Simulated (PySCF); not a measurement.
# H4OSn (Sn(OH)H3): the cost of one run

Program: PySCF 2.14.0. Level of theory: levels as typed in each script, gas phase, geometry from GFN2-xTB. These are calculated values, not measurements.

## 1. Where the work starts

6 atoms, charge 0, spin multiplicity 1.

Bond lengths: Sn1–O2 1.938 Å, Sn1–H4 1.666 Å, Sn1–H5 1.667 Å, Sn1–H6 1.644 Å, O2–H3 0.954 Å. Angles: O2–Sn1–H4 108.6°, O2–Sn1–H5 108.5°, O2–Sn1–H6 100.8°, H4–Sn1–H5 111.0°, H4–Sn1–H6 113.6°, H5–Sn1–H6 113.7°, Sn1–O2–H3 118.3°.

Geometry (Å):

```mol
H4OSn
  3D, bonds by distance, orders not assigned

  6  5  0  0  0  0  0  0  0  0999 V2000
   -0.2669    0.0015    0.0001 Sn  0  0
    1.6688   -0.1015   -0.0002 O   0  0
    2.1651    0.7130   -0.0026 H   0  0
   -0.7571    0.7781   -1.3903 H   0  0
   -0.7529    0.8398    1.3560 H   0  0
   -0.6602   -1.5943    0.0346 H   0  0
  1  2  8  0
  1  4  8  0
  1  5  8  0
  1  6  8  0
  2  3  8  0
M  END
```

## 2. Localised orbitals (CAM-B3LYP/def2-tzvp)

Contents of input.py:

```python
import numpy as np
from pyscf import gto, scf, dft, lo
from pyscf.data.elements import chemcore

def solve(mol, dm0=None, hcore=None):
    mf = (dft.UKS if mol.spin else dft.RKS)(mol, xc='camb3lyp')
    mf.grids.level = 3
    mf = mf.density_fit(auxbasis='def2-universal-jkfit')
    mf.conv_tol, mf.max_cycle = 1e-8, 80
    if hcore is not None:
        mf.get_hcore = lambda *args: hcore
    mf.kernel(dm0)
    if not mf.converged:
        mf = mf.newton().run(mf.mo_coeff, mf.mo_occ, max_cycle=30)
    assert mf.converged, 'SCF not converged'
    return mf

mol = gto.M(atom='''
Sn    -0.26691     0.00151     0.00007
O      1.66879    -0.10148    -0.00016
H      2.16508     0.71301    -0.00264
H     -0.75705     0.77814    -1.39030
H     -0.75293     0.83976     1.35599
H     -0.66019    -1.59432     0.03456
''', basis='def2-tzvp', ecp={'Sn': 'def2-tzvp'}, charge=0, spin=0, verbose=4)
mf = solve(mol)
occ_all = mf.mo_coeff[:, mf.mo_occ > 0]
occ = occ_all[:, chemcore(mol):]
bo = lo.Boys(mol, occ)
loc = bo.kernel()
for _ in range(5):
    new, stable = bo.stability(return_status=True)
    if stable:
        break
    loc = bo.kernel(new)
fock, s = mf.get_fock(), mf.get_ovlp()
ortho = lo.orth_ao(mol, 'meta_lowdin')
labels = mol.ao_labels(fmt=None)
vir = loc[:, :0]
both = np.hstack([loc, vir])
p = (ortho.T @ s @ both) ** 2
pop = np.array([p[[l[0] == a for l in labels]].sum(0) for a in range(mol.natm)])
spd = np.array([[p[[l[0] == a and l[2][-1] == k for l in labels]].sum(0) for k in 'spd'] for a in range(mol.natm)])
eps = np.einsum('pi,pq,qi->i', both, fock, both)
for i in np.argsort(eps):
    top = np.argsort(-pop[:, i])[:3]
    print('%3d %s %9.4f Eh ' % (i + 1, 'occ' if i < loc.shape[1] else 'vir', eps[i]), '  '.join('%s%d %.3f' % (mol.atom_symbol(a), a + 1, pop[a, i]) for a in top))
np.savez('result.npz', c=both, nocc=loc.shape[1], pop=pop, spd=spd, eps=eps, e=mf.e_tot)
```

Run with:

```console
> OMP_NUM_THREADS=1 python input.py
```

**Question.** How long does this run take on 1 thread of Intel Xeon at 2.70GHz, shared host, and how much memory does it need?

About 14 s, with a peak of 0.45 GiB.
